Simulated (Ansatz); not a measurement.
This script for Ansatz's Python interface starts 2 runs on LaIn, space group Pm-3m. What input does the engine get in each?

Script `run_nc_paw.py`:
```python
"""Two kinds of potentials on LaIn."""

import ansatz as az
import numpy as np


def count_gap(report):
    # lowest empty less highest filled band, counting bands; zero where they overlap
    return max(report.get("gap_by_band_count_ev") or 0.0, 0.0)


def main() -> None:
    system = (
        az.Lattice.cubic(3.954077)
        .space_group(221)
        .atom("La", (0.5, 0.5, 0.5))
        .atom("In", (0.0, 0.0, 0.0))
    )

    model = system.calculation()
    model = model.functional("pbesol")
    model = model.kpoints(8)
    model = model.occupations("cold", width=0.15)
    model = model.stress().forces()
    model = model.band_table()
    variants = {
        "PAW": model.pseudopotentials("paw"),
        "norm-conserving": model.pseudopotentials("nc"),
    }
    # totals differ by the cores that each treatment holds, so compare what does not depend on them
    rows = []
    for label, variant in variants.items():
        report = variant.run().report
        levels = np.array(report["eigenvalues_ev"][0]) - report["fermi_energy_ev"]
        print(label, "levels at the first k-point near E_F:", np.round(levels[np.abs(levels) < 5], 3))
        rows.append((label, report["n_electrons"], np.trace(report["stress_gpa"]) / 3, count_gap(report)))
    lines = [",".join(["treatment", "electrons in bands", "P GPa", "gap by band count eV"])] + [",".join(f"{v:.4f}" if isinstance(v, float) else str(v) for v in row) for row in rows]
    print("\n".join(lines))
    with open("nc_paw.csv", "w") as handle:
        handle.write("\n".join(lines) + "\n")


if __name__ == "__main__":
    main()
```

Run 1:
```yaml
crystal:
  lattice:
    bravais: cubic
    a: 3.954077
  space_group: 221
  atoms:
    - { symbol: La, position: [0.5, 0.5, 0.5] }
    - { symbol: In, position: [0.0, 0.0, 0.0] }
kpoints:
  mp_grid:
    grid: [8, 8, 8]
hamiltonian:
  xc: pbesol
  pseudopotentials:
    kind: paw
scf:
  occupations:
    method: cold
    width: 0.15
output:
  forces: true
  stress: true
  eigenvalues: true
```

Run 2, against run 1:
```diff
-    kind: paw
+    kind: nc
```

Running `python run_nc_paw.py` prints:
```text
DeckWarning: basis.ecutwfc = 420 eV, auto-derived from the records' recommended cutoffs: set by La (normal level)
PAW levels at the first k-point near E_F: [-0.398 -0.398  1.416  1.416  1.416  1.705]
DeckWarning: basis.ecutwfc = 1496.626244 eV, auto-derived from the records' recommended cutoffs: set by La (normal level)
norm-conserving levels at the first k-point near E_F: [-0.401 -0.401  1.431  1.431  1.431  1.719]
treatment,electrons in bands,P GPa,gap by band count eV
PAW,24.0000,-2.2673,0.0000
norm-conserving,24.0000,-2.2747,0.0000
```
(Warnings from the package without file and line.)

PAW gives -2.267 GPa and norm-conserving -2.275 GPa, 0.007 GPa apart. They took 2.1 and 13.8 s of processor time.

What to keep in mind:
- The computed bands are complete only to about 1.6 eV above the Fermi level.
- A gap by band count of zero or less means overlapping bands, a metal.
- This cell is a computed structure, which may not be the phase found in nature.
- Gaps and levels are Kohn-Sham values on a finite set of k-points, without spin-orbit coupling.
- Stress is positive in compression.
- Wall time of the script: 17 s on 1 thread of Arm Neoverse V2, with other jobs on the host, peak memory 0.57 GiB.
